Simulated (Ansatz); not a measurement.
# V (hcp type): how the settings move a relaxation

Aim: see which settings change the result for V (hcp type), by how much, and at what cost.

Program: Ansatz 0.2.0. Level of theory: reference: DFT, PBEsol, PAW with Ansatz's default frozen-core files, scalar-relativistic. These are calculated values, not measurements.

1 further run of the same task is left out (set aside as unsound or not needed). Runs told in other sessions of the task aren't counted.

**1. The starting structure**

The structure is hexagonal, space group P6_3/mmc (No. 194). The conventional cell has a = 1.973 Å, b = 1.973 Å, c = 3.555 Å, α = 90.00°, β = 90.00°, γ = 120.00°. V (site symmetry -6m2) is surrounded by 12 V at 1.97 to 2.11 Å.

Coordinates:

```
CELL_PARAMETERS angstrom
1.97295 0.00000 0.00000
-0.98647 1.70862 0.00000
0.00000 0.00000 3.55470
ATOMIC_POSITIONS crystal
V 0.33333 0.66667 0.25000
V 0.66667 0.33333 0.75000
```

**2. Reference**

input.yaml

```yaml
crystal:
  lattice:
    - [1.9729459189, 0.0, 0.0]
    - [-0.9864729594, 1.7086212861, 0.0]
    - [0.0, 0.0, 3.5546969935]
  atoms:
    - { symbol: V, position: [0.3333333333, 0.6666666667, 0.25] }
    - { symbol: V, position: [0.6666666667, 0.3333333333, 0.75] }
kpoints:
  mp_grid: { grid: [16, 16, 9] }
scf:
  occupations: { method: fermi_dirac, width: 0.05 }
hamiltonian:
  xc: pbesol
  pseudopotentials: { kind: paw }
output:
  forces: true
  stress: true
relax:
  f_tol: 0.005
  max_steps: 30
  cell: { stress_tol: 0.64, fix: [volume] }
```

On the command line:

```bash
ansatz run input.yaml --threads 1 --pin off --max-ram 2048MiB --backend cpu --events-out ev --progress --plain --runs-dir out
```

**3. Variant: mp_grid.grid [11, 11, 6]**

Changes to input.yaml since step 2:

```diff
@@ -9,3 +9,3 @@
 kpoints:
-  mp_grid: { grid: [16, 16, 9] }
+  mp_grid: { grid: [11, 11, 6] }
 scf:
```

What does the calculation give? Wanted: for each run, ending; energy change; pressure; gap; force.

The runs gave:

| run | ending | energy change | pressure (GPa) | gap (eV) | force (eV/Å) | cycles | time |
| --- | --- | --- | --- | --- | --- | --- | --- |
| reference | converged | 0 | 580.4 | 0.00 | 0.00 | 26 | 7.8 s |
| 1: mp_grid.grid [11, 11, 6] | converged | -0.5 meV/atom | 578.5 | 0.00 | 0.00 | 25 | 3.6 s |

Changing the k-point mesh moves the energy by -0.5 meV/atom, and the pressure goes from 580.4 to 578.5 GPa. Sampling errors of the energy have no fixed sign. Cost: 25 SCF cycles against 26, 3.6 s against 7.8 s. The structure is not at rest: the sound run finds 580 GPa, so these are no properties of the relaxed crystal. 
